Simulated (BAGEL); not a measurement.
# A workflow on C2H8GaN (SMILES [CH3][Ga]([CH3])[NH2])

Wanted: the energy (HF/6-31G*), then a single-point energy (NEVPT2(2,2)/6-31G*), then a single-point energy (CASPT2(2,2)/6-31G*) of C2H8GaN. 

The calculation is run with BAGEL 1.2.2.

1 further run of the same task is left out (set aside as unsound or not needed).

### Step 1. The system as given

C2H8GaN has 12 atoms, charge 0, and is taken as a singlet. As SMILES, `[CH3][Ga]([CH3])[NH2]`. The C1–H7 distance was set to 2.077 Å, away from the relaxed value. At this shape a bond of the SMILES string is far longer than usual.

Bond lengths: C1–Ga2 1.967 Å, Ga2–C3 1.967 Å, Ga2–N4 1.824 Å, C1–H5 1.091 Å, C1–H6 1.093 Å, C3–H8 1.093 Å, C3–H9 1.091 Å, C3–H10 1.093 Å, N4–H11 1.006 Å, N4–H12 1.006 Å. Some angles: C1–Ga2–C3 126.1°, C1–Ga2–N4 117.0°, C3–Ga2–N4 117.0°, Ga2–C1–H5 111.8°, Ga2–C1–H6 110.6°, Ga2–C3–H8 110.6°, Ga2–C3–H9 111.7°, Ga2–C3–H10 110.6°, Ga2–N4–H11 124.2°, Ga2–N4–H12 124.2°.

### Step 2. The energy at HF/6-31G(d) (density fitting with svp-jkfit, spherical functions) (run 1)

job.json reads:

```json
{ "bagel": [

{
  "title": "molecule",
  "basis": "6-31gs.json",
  "df_basis": "svp-jkfit",
  "angstrom": false,
  "geometry": [
    { "atom": "C", "xyz": [ -2.35463277,  2.55038761,  0.13678405 ] },
    { "atom": "Ga", "xyz": [ -1.56510519, -1.02686395,  0.76247237 ] },
    { "atom": "C", "xyz": [  1.30935722, -2.32151532,  2.73043315 ] },
    { "atom": "N", "xyz": [ -3.69671626, -3.36124263, -0.61154750 ] },
    { "atom": "H", "xyz": [ -4.04272511,  2.76808406, -1.02709827 ] },
    { "atom": "H", "xyz": [ -2.66209121,  3.54854094,  1.91879578 ] },
    { "atom": "H", "xyz": [  0.63513695,  4.32766180, -1.68034447 ] },
    { "atom": "H", "xyz": [  1.25644489, -1.59245898,  4.66211120 ] },
    { "atom": "H", "xyz": [  1.31143592, -4.38188371,  2.81490391 ] },
    { "atom": "H", "xyz": [  3.09590429, -1.70489768,  1.89706393 ] },
    { "atom": "H", "xyz": [ -5.22815031, -2.92981816, -1.65146379 ] },
    { "atom": "H", "xyz": [ -3.49149200, -5.24114218, -0.41955133 ] }
  ]
},
{
  "title": "hf"
},
{
  "title": "print",
  "file": "orbitals.molden",
  "orbitals": true
}

]}
```

The basis set 6-31G* is read from a file made from the Basis Set Exchange's data (not shown).

Launch:

```bash
$ BAGEL_NUM_THREADS=1 BAGEL job.json > job.out
```

What it wrote:

```text
* using 1 threads per process

  ===============================================================
  ===============================================================

  *** Geometry ***

  { "atom" : "C", "xyz" : [     -2.354633,      2.550388,      0.136784 ] },
  { "atom" : "Ga", "xyz" : [     -1.565105,     -1.026864,      0.762472 ] },
  { "atom" : "C", "xyz" : [      1.309357,     -2.321515,      2.730433 ] },
  { "atom" : "N", "xyz" : [     -3.696716,     -3.361243,     -0.611548 ] },
  { "atom" : "H", "xyz" : [     -4.042725,      2.768084,     -1.027098 ] },
  { "atom" : "H", "xyz" : [     -2.662091,      3.548541,      1.918796 ] },
  { "atom" : "H", "xyz" : [      0.635137,      4.327662,     -1.680344 ] },
  { "atom" : "H", "xyz" : [      1.256445,     -1.592459,      4.662111 ] },
  { "atom" : "H", "xyz" : [      1.311436,     -4.381884,      2.814904 ] },
  { "atom" : "H", "xyz" : [      3.095904,     -1.704898,      1.897064 ] },
  { "atom" : "H", "xyz" : [     -5.228150,     -2.929818,     -1.651464 ] },
  { "atom" : "H", "xyz" : [     -3.491492,     -5.241142,     -0.419551 ] },

  Number of auxiliary basis functions:      637

  Since a DF basis is specified, we compute 2- and 3-index integrals:
    o Being stored without compression. Storage requirement is 0.041 GB

  Number of basis functions:       90
  Number of electrons      :       58

    * METHOD: MOLECULE                             0.52

  *** RHF ***

  === Nuclear Repulsion ===
   273.9601746907

      * DIIS with orbital gradients will be used.

  === RHF iteration (6-31gs.json) ===
      0      -2057.41666415          0.01901669           0.14
      1      -2057.58481912          0.01145397           0.13
      2      -2057.65980900          0.00160891           0.13
      3      -2057.66226987          0.00059131           0.13
      4      -2057.66254311          0.00013178           0.13
      5      -2057.66257119          0.00005450           0.13
      6      -2057.66257461          0.00002603           0.13
      7      -2057.66257564          0.00000548           0.13
      8      -2057.66257569          0.00000250           0.13
      9      -2057.66257570          0.00000116           0.13
     10      -2057.66257570          0.00000050           0.13
     11      -2057.66257570          0.00000023           0.13
     12      -2057.66257570          0.00000008           0.13
     13      -2057.66257570          0.00000004           0.13
     14      -2057.66257570          0.00000001           0.13
     15      -2057.66257570          0.00000001           0.13
    * SCF iteration converged.

    * Permanent dipole moment:
           (    0.588161,     0.429916,    -0.290896) a.u.

    * METHOD: HF                                   2.44

    * METHOD: PRINT                                0.02

  ===============================================================
```

Run time: 3.3 s. Hardware: 1 thread of Arm Neoverse V1, shared host; peak memory 0.18 GiB.

### Step 3. A single-point energy at NEVPT2(2,2)/6-31G(d) (density fitting with svp-jkfit, spherical functions) (run 2)

job.json reads:

```json
{ "bagel" : [

{
  "title" : "molecule",
  "basis" : "6-31gs.json",
  "df_basis" : "svp-jkfit",
  "angstrom" : "false",
  "geometry" : [
    { "atom" : "C", "xyz" : [ -2.35463277,  2.55038761,  0.13678405 ] },
    { "atom" : "Ga", "xyz" : [ -1.56510519, -1.02686395,  0.76247237 ] },
    { "atom" : "C", "xyz" : [  1.30935722, -2.32151532,  2.73043315 ] },
    { "atom" : "N", "xyz" : [ -3.69671626, -3.36124263, -0.61154750 ] },
    { "atom" : "H", "xyz" : [ -4.04272511,  2.76808406, -1.02709827 ] },
    { "atom" : "H", "xyz" : [ -2.66209121,  3.54854094,  1.91879578 ] },
    { "atom" : "H", "xyz" : [  0.63513695,  4.32766180, -1.68034447 ] },
    { "atom" : "H", "xyz" : [  1.25644489, -1.59245898,  4.66211120 ] },
    { "atom" : "H", "xyz" : [  1.31143592, -4.38188371,  2.81490391 ] },
    { "atom" : "H", "xyz" : [  3.09590429, -1.70489768,  1.89706393 ] },
    { "atom" : "H", "xyz" : [ -5.22815031, -2.92981816, -1.65146379 ] },
    { "atom" : "H", "xyz" : [ -3.49149200, -5.24114218, -0.41955133 ] }
  ]
},
{
  "title" : "hf"
},
{
  "title" : "nevpt2",
  "nstate" : 1,
  "nact" : 2,
  "nclosed" : 28,
  "active" : [29, 30],
  "maxiter" : 200,
  "natocc" : "true",
  "ncore" : 12
},
{
  "title" : "print",
  "file" : "orbitals.molden",
  "orbitals" : "true"
}

]}
```

The basis set 6-31G* is read from a file made from the Basis Set Exchange's data (not shown).

Launch:

```bash
$ BAGEL_NUM_THREADS=1 BAGEL job.json > job.out
```

What it wrote:

```text
* using 1 threads per process

  ===============================================================
  ===============================================================

  *** Geometry ***

  { "atom" : "C", "xyz" : [     -2.354633,      2.550388,      0.136784 ] },
  { "atom" : "Ga", "xyz" : [     -1.565105,     -1.026864,      0.762472 ] },
  { "atom" : "C", "xyz" : [      1.309357,     -2.321515,      2.730433 ] },
  { "atom" : "N", "xyz" : [     -3.696716,     -3.361243,     -0.611548 ] },
  { "atom" : "H", "xyz" : [     -4.042725,      2.768084,     -1.027098 ] },
  { "atom" : "H", "xyz" : [     -2.662091,      3.548541,      1.918796 ] },
  { "atom" : "H", "xyz" : [      0.635137,      4.327662,     -1.680344 ] },
  { "atom" : "H", "xyz" : [      1.256445,     -1.592459,      4.662111 ] },
  { "atom" : "H", "xyz" : [      1.311436,     -4.381884,      2.814904 ] },
  { "atom" : "H", "xyz" : [      3.095904,     -1.704898,      1.897064 ] },
  { "atom" : "H", "xyz" : [     -5.228150,     -2.929818,     -1.651464 ] },
  { "atom" : "H", "xyz" : [     -3.491492,     -5.241142,     -0.419551 ] },

  Number of auxiliary basis functions:      637

  Since a DF basis is specified, we compute 2- and 3-index integrals:
    o Being stored without compression. Storage requirement is 0.041 GB

  Number of basis functions:       90
  Number of electrons      :       58

    * METHOD: MOLECULE                             0.52

  *** RHF ***

  === Nuclear Repulsion ===
   273.9601746907

      * DIIS with orbital gradients will be used.

  === RHF iteration (6-31gs.json) ===
      0      -2057.41666415          0.01901669           0.14
      1      -2057.58481912          0.01145397           0.13
      2      -2057.65980900          0.00160891           0.13
      3      -2057.66226987          0.00059131           0.13
      4      -2057.66254311          0.00013178           0.13
      5      -2057.66257119          0.00005450           0.13
      6      -2057.66257461          0.00002603           0.13
      7      -2057.66257564          0.00000548           0.13
      8      -2057.66257569          0.00000250           0.13
      9      -2057.66257570          0.00000116           0.13
     10      -2057.66257570          0.00000050           0.13
     11      -2057.66257570          0.00000023           0.13
     12      -2057.66257570          0.00000008           0.13
     13      -2057.66257570          0.00000004           0.13
     14      -2057.66257570          0.00000001           0.13
     15      -2057.66257570          0.00000001           0.13
    * SCF iteration converged.

    * Permanent dipole moment:
           (    0.588161,     0.429916,    -0.290896) a.u.

    * METHOD: HF                                   2.43

    * freezing 12 orbitals
  ---------------------------
      CASSCF calculation
  ---------------------------

    ==== Active orbitals : =====
         Orbital 29
         Orbital 30
    ============================

    * nstate   :      1
    * nclosed  :     28
    * nact     :      2
    * nvirt    :     60
  === CASSCF iteration (6-31gs.json) ===

    * Using the second-order algorithm

      0  0     -2057.67919647     2.10e-03      0.04

      1  0     -2057.70785498     2.12e-03      0.64

      2  0     -2057.71853358     8.32e-04      0.66

      3  0     -2057.71904429     2.21e-04      0.72

      4  0     -2057.71906495     5.46e-05      0.70

      5  0     -2057.71906603     1.34e-05      0.73

      6  0     -2057.71906610     3.31e-06      0.71

      7  0     -2057.71906610     8.12e-07      0.71

      8  0     -2057.71906610     1.99e-07      0.72

      9  0     -2057.71906610     4.88e-08      0.64

     10  0     -2057.71906610     1.20e-08      0.57

     11  0     -2057.71906610     2.93e-09      0.52

    * Second-order optimization converged. *

     guess   0:   closed 1.                   open ..

  === FCI iteration ===

      0  0     -2057.65783608     8.35e-02      0.00
      1  0     -2057.71829151     8.88e-03      0.00
      2  0 *   -2057.71906610     8.31e-16      0.00

     * ci vector, state   0, <S^2> = 0.0000
       2.     0.9386954066
       .2    -0.3447476377

  === DF-NEVPT2 calculation ===

    * 3-index integral transformation done
    * assembly done

      NEVPT2 correlation energy:   -0.6486699923      0.27

          (+0)     -0.6052434243
          (+0)'    -0.0116094035
          (+1)     -0.0066219641
          (+1)'    -0.0000000000
          (+2)     -0.0003627048
          (-1)     -0.0238196937
          (-1)'     0.0000000000
          (-2)     -0.0010128019

      NEVPT2 total energy:       -2058.3677360921

    * METHOD: NEVPT2                               8.18

    * METHOD: PRINT                                0.02

  ===============================================================
```

It took 11 s on 1 thread of Arm Neoverse V1, shared host; peak memory 0.18 GiB.

### Step 4. A single-point energy at CASPT2(2,2)/6-31G(d) (density fitting with svp-jkfit, spherical functions) (run 3)

job.json reads:

```json
{ "bagel" : [

{
  "title" : "molecule",
  "basis" : "6-31gs.json",
  "df_basis" : "svp-jkfit",
  "geometry" : [
    { "atom" : "C", "xyz" : [    -2.35463277,     2.55038761,     0.13678405 ] },
    { "atom" : "Ga", "xyz" : [    -1.56510519,    -1.02686395,     0.76247237 ] },
    { "atom" : "C", "xyz" : [     1.30935722,    -2.32151532,     2.73043315 ] },
    { "atom" : "N", "xyz" : [    -3.69671626,    -3.36124263,    -0.61154750 ] },
    { "atom" : "H", "xyz" : [    -4.04272511,     2.76808406,    -1.02709827 ] },
    { "atom" : "H", "xyz" : [    -2.66209121,     3.54854094,     1.91879578 ] },
    { "atom" : "H", "xyz" : [     0.63513695,     4.32766180,    -1.68034447 ] },
    { "atom" : "H", "xyz" : [     1.25644489,    -1.59245898,     4.66211120 ] },
    { "atom" : "H", "xyz" : [     1.31143592,    -4.38188371,     2.81490391 ] },
    { "atom" : "H", "xyz" : [     3.09590429,    -1.70489768,     1.89706393 ] },
    { "atom" : "H", "xyz" : [    -5.22815031,    -2.92981816,    -1.65146379 ] },
    { "atom" : "H", "xyz" : [    -3.49149200,    -5.24114218,    -0.41955133 ] }
  ]
},

{
  "title" : "hf"
},

{
  "title" : "casscf",
  "nstate" : 1,
  "nact" : 2,
  "nclosed" : 28,
  "active" : [29, 30],
  "maxiter" : 200,
  "natocc" : true
},

{
  "title" : "print",
  "file" : "orbitals.molden",
  "orbitals" : true
},

{
  "title" : "smith",
  "method" : "caspt2",
  "ms" : true,
  "xms" : true,
  "sssr" : true,
  "shift" : 0.2,
  "shift_imag" : true,
  "ncore" : 12
}

]}
```

The basis set 6-31G* is read from a file made from the Basis Set Exchange's data (not shown).

Launch:

```bash
$ BAGEL_NUM_THREADS=1 BAGEL job.json > job.out
```

What it wrote:

```text
* using 1 threads per process

  ===============================================================
  ===============================================================

  *** Geometry ***

  { "atom" : "C", "xyz" : [     -2.354633,      2.550388,      0.136784 ] },
  { "atom" : "Ga", "xyz" : [     -1.565105,     -1.026864,      0.762472 ] },
  { "atom" : "C", "xyz" : [      1.309357,     -2.321515,      2.730433 ] },
  { "atom" : "N", "xyz" : [     -3.696716,     -3.361243,     -0.611548 ] },
  { "atom" : "H", "xyz" : [     -4.042725,      2.768084,     -1.027098 ] },
  { "atom" : "H", "xyz" : [     -2.662091,      3.548541,      1.918796 ] },
  { "atom" : "H", "xyz" : [      0.635137,      4.327662,     -1.680344 ] },
  { "atom" : "H", "xyz" : [      1.256445,     -1.592459,      4.662111 ] },
  { "atom" : "H", "xyz" : [      1.311436,     -4.381884,      2.814904 ] },
  { "atom" : "H", "xyz" : [      3.095904,     -1.704898,      1.897064 ] },
  { "atom" : "H", "xyz" : [     -5.228150,     -2.929818,     -1.651464 ] },
  { "atom" : "H", "xyz" : [     -3.491492,     -5.241142,     -0.419551 ] },

  Number of auxiliary basis functions:      637

  Since a DF basis is specified, we compute 2- and 3-index integrals:
    o Being stored without compression. Storage requirement is 0.041 GB

  Number of basis functions:       90
  Number of electrons      :       58

    * METHOD: MOLECULE                             0.53

  *** RHF ***

  === Nuclear Repulsion ===
   273.9601746907

      * DIIS with orbital gradients will be used.

  === RHF iteration (6-31gs.json) ===
      0      -2057.41666415          0.01901669           0.14
      1      -2057.58481912          0.01145397           0.13
      2      -2057.65980900          0.00160891           0.13
      3      -2057.66226987          0.00059131           0.14
      4      -2057.66254311          0.00013178           0.14
      5      -2057.66257119          0.00005450           0.13
      6      -2057.66257461          0.00002603           0.13
      7      -2057.66257564          0.00000548           0.13
      8      -2057.66257569          0.00000250           0.13
      9      -2057.66257570          0.00000116           0.13
     10      -2057.66257570          0.00000050           0.13
     11      -2057.66257570          0.00000023           0.13
     12      -2057.66257570          0.00000008           0.13
     13      -2057.66257570          0.00000004           0.14
     14      -2057.66257570          0.00000001           0.14
     15      -2057.66257570          0.00000001           0.13
    * SCF iteration converged.

    * Permanent dipole moment:
           (    0.588161,     0.429916,    -0.290896) a.u.

    * METHOD: HF                                   2.48

  ---------------------------
      CASSCF calculation
  ---------------------------

    ==== Active orbitals : =====
         Orbital 29
         Orbital 30
    ============================

    * nstate   :      1
    * nclosed  :     28
    * nact     :      2
    * nvirt    :     60
  === CASSCF iteration (6-31gs.json) ===

    * Using the second-order algorithm

      0  0     -2057.67919647     2.10e-03      0.04

      1  0     -2057.70785498     2.12e-03      0.66

      2  0     -2057.71853358     8.32e-04      0.69

      3  0     -2057.71904429     2.21e-04      0.73

      4  0     -2057.71906495     5.46e-05      0.74

      5  0     -2057.71906603     1.34e-05      0.71

      6  0     -2057.71906610     3.31e-06      0.76

      7  0     -2057.71906610     8.12e-07      0.75

      8  0     -2057.71906610     1.99e-07      0.76

      9  0     -2057.71906610     4.88e-08      0.67

     10  0     -2057.71906610     1.20e-08      0.61

     11  0     -2057.71906610     2.93e-09      0.56

    * Second-order optimization converged. *

     guess   0:   closed 1.                   open ..

  === FCI iteration ===

      0  0     -2057.65783608     8.35e-02      0.00
      1  0     -2057.71829151     8.88e-03      0.00
      2  0 *   -2057.71906610     8.31e-16      0.00

     * ci vector, state   0, <S^2> = 0.0000
       2.     0.9386954066
       .2    -0.3447476377

    * METHOD: CASSCF                               7.97

    * METHOD: PRINT                                0.02

  === SMITH program ===

    * freezing 12 orbitals

    * Approximate memory requirement for SMITH calulation per MPI process:
      o Storage requirement for T-amplitude, lambda, and residual is 0.03 GB
      o Storage requirement for MO integrals is 0.01 GB
    * Calculating and saving rdm4f

    * Zeroth order energy : state  0       -0.5548807187

    * CASPT2 iteration is performed using orthogonal basis

      -------------------------------------------  CASPT2 iteration  ---------------------------------------------------
       #      aibj      arbs      arbi      airj      risj      airs      arst      rist         Etot      error   time
      ------------------------------------------------------------------------------------------------------------------

       0  -0.60301  -0.00129  -0.02496  -0.00717  -0.00054  -0.01125  -0.00000  -0.00000   -0.6482102  0.0005945   0.14
       1  -0.60304  -0.00130  -0.02499  -0.00720  -0.00055  -0.01137  -0.00000  -0.00000   -0.6484575  0.0000769   0.11
       2  -0.60304  -0.00130  -0.02499  -0.00720  -0.00055  -0.01137  -0.00000  -0.00000   -0.6484622  0.0000105   0.12
       3  -0.60304  -0.00130  -0.02499  -0.00720  -0.00056  -0.01137   0.00000  -0.00000   -0.6484622  0.0000016   0.12
       4  -0.60304  -0.00130  -0.02499  -0.00720  -0.00056  -0.01137   0.00000  -0.00000   -0.6484622  0.0000002   0.12

      ------------------------------------------------------------------------------------------------------------------

    * CASPT2 energy : state  0    -2058.3705407469
        w/o shift correction      -2058.3675283416
        reference weight              0.8374762132

    * METHOD: SMITH                                1.02

  ===============================================================
```

It took 12 s on 1 thread of Arm Neoverse V1, shared host; peak memory 0.28 GiB.

### Step 5. What came out

```
                               quantity           value
         run 1, HF/6-31G*: total energy  -2057.66258 Eh
        run 1, HF/6-31G*: dipole moment          1.99 D
          run 1, HF/6-31G*: HOMO energy        -9.47 eV
          run 1, HF/6-31G*: LUMO energy         1.45 eV
        run 1, HF/6-31G*: HOMO–LUMO gap        10.91 eV
run 2, NEVPT2(2,2)/6-31G*: total energy  -2058.36774 Eh
run 3, CASPT2(2,2)/6-31G*: total energy  -2058.37054 Eh
```
